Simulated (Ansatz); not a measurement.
# C₂H₅FOTe: up Jacob's ladder to CCSD(T)

How much do the methods differ for C₂H₅FOTe? The plan is to run it at one geometry with functionals of several rungs and with coupled cluster, and see how far each lands from CCSD(T) at the basis-set limit for the atomisation energy.

The runs use Ansatz 0.2.0, Gaussian basis; functionals in def2-TZVPP, the program's frozen cores in correlated methods.

The runs, in order: LDA (SPW92), PBE-D4, revPBE-D4, BLYP-D4, r2SCAN-D4, B97M-V, PBE0-D4, B3LYP-D4, r2SCANh-D4, r2SCAN0-D4, HSE06-D4, BHLYP-D4, CAM-B3LYP-D4, LC-ωPBE, ωB97X-V, ωB97M-V, B2PLYP, PBE-QIDH; CCSD(T)/def2-SVP; CCSD(T)/def2-TZVPP; MP2/def2-QZVPP; extrapolation to the limit; RPA on PBE.

## (1) The relaxed structure

An earlier PBE0-D4 in a triple-zeta def2 set relaxation fixed the geometry. Te takes the def2 core potential; no spin-orbit term is included.

SMILES `COC(F)[TeH]`, 10 atoms, charge 0, spin multiplicity 1.

Atoms are counted from 1 here; the program's logs count them from 0.

Bond lengths: C1–O2 1.421 Å, C1–H6 1.092 Å, C1–H7 1.096 Å, C1–H8 1.088 Å, O2–C3 1.359 Å, C3–F4 1.378 Å, C3–Te5 2.163 Å, C3–H9 1.099 Å, Te5–H10 1.655 Å. Angles: O2–C1–H6 111.1°, O2–C1–H7 110.6°, O2–C1–H8 106.5°, H6–C1–H7 109.5°, H6–C1–H8 109.7°, H7–C1–H8 109.4°, C1–O2–C3 113.7°, O2–C3–F4 110.4°, O2–C3–Te5 109.3°, O2–C3–H9 112.7°, F4–C3–Te5 110.8°, F4–C3–H9 106.1°, Te5–C3–H9 107.4°, C3–Te5–H10 91.3°.

## (2) LDA

This LDA is Slater exchange with PW92 correlation.

in.yaml

```yaml
crystal:
  periodic: [false, false, false]
  atoms:
    - {symbol: C, position_ang: [-1.099656, -1.012619, 0.137216]}
    - {symbol: O, position_ang: [0.128490, -0.473613, -0.331235]}
    - {symbol: C, position_ang: [0.344352, 0.810109, 0.058231]}
    - {symbol: F, position_ang: [0.547875, 0.871408, 1.420010]}
    - {symbol: Te, position_ang: [2.048842, 1.603607, -1.010394]}
    - {symbol: H, position_ang: [-1.100971, -1.100280, 1.226041]}
    - {symbol: H, position_ang: [-1.941247, -0.386243, -0.180737]}
    - {symbol: H, position_ang: [-1.195030, -2.000020, -0.310425]}
    - {symbol: H, position_ang: [-0.511276, 1.466269, -0.152586]}
    - {symbol: H, position_ang: [2.861720, 0.170379, -0.853321]}
basis:
  gaussian: {orbitals: def2-TZVPP}
hamiltonian: {xc: lda}
output: {orbitals: {seedname: orbitals}}
```

After this run come: PBE-D4 (GGA); revPBE-D4 (GGA); BLYP-D4 (GGA); r2SCAN-D4 (meta-GGA); B97M-V (meta-GGA); PBE0-D4 (hybrid); B3LYP-D4 (hybrid); r2SCANh-D4 (hybrid); r2SCAN0-D4 (hybrid); HSE06-D4 (hybrid); BHLYP-D4 (hybrid); CAM-B3LYP-D4 (range-separated); LC-ωPBE (range-separated); ωB97X-V (range-separated); ωB97M-V (range-separated); B2PLYP (double hybrid); PBE-QIDH (double hybrid); CCSD(T) in def2-SVP; CCSD(T) in def2-TZVPP; MP2 in def2-QZVPP; RPA on PBE orbitals.

**Question.** What will the summary of the whole plan be? Wanted: atomisation energy, CCSD(T)/CBS; farthest beyond LDA; mean size of error, GGA; mean size of error, meta-GGA; mean size of error, hybrid; mean size of error, range-separated; mean size of error, double hybrid; gap, smallest and largest; T1 diagnostic.

The runs gave:

```
                               quantity                                                                                               value
        atomisation energy, CCSD(T)/CBS                                                                                           36.201 eV
    functionals within 0.362 eV (1.0 %)  revPBE-D4, BLYP-D4, r2SCAN-D4, B97M-V, PBE0-D4, B3LYP-D4, HSE06-D4, CAM-B3LYP-D4, ωB97X-V, ωB97M-V
                    farthest beyond LDA                                                                                BHLYP-D4 (-1.723 eV)
                mean size of error, GGA                                                                                            0.392 eV
           mean size of error, meta-GGA                                                                                            0.113 eV
             mean size of error, hybrid                                                                                            0.554 eV
    mean size of error, range-separated                                                                                            0.140 eV
      mean size of error, double hybrid                                                                                            0.572 eV
              gap, smallest and largest                                                               3.49 eV (BLYP-D4), 10.20 eV (LC-ωPBE)
                          T1 diagnostic                                                                                              0.0119
triples share of the correlation energy                                                                                               3.2 %
```

LDA overbinds by 6.452 eV (18 %). PBE-D4 misses by +1.023 eV. Double hybrids carry the basis error of their MP2 part in triple zeta, and no dispersion term here, so their miss is partly the set-up's. The rungs meta-GGA, range-separated miss on average by less than the doubt on the reference (0.362 eV), so they tie. Misses under about 0.362 eV are within the doubt on the reference itself, which lacks core-valence correlation, spin-orbit coupling and higher excitations, and its outer-core shells are covered unevenly. All levels share the lack of spin-orbit coupling, which lowers the free heavy atoms and so the true binding. Hartree-Fock recovers 68 % of the binding; the rest is correlation. CCSD(T) in def2-SVP is off by -2.340 eV, so the small basis spoils what the method gains. Orbital gaps span 3.5 to 10.2 eV; exact exchange widens them. Correlated methods include outer-core shells of Te, which these sets cover unevenly.
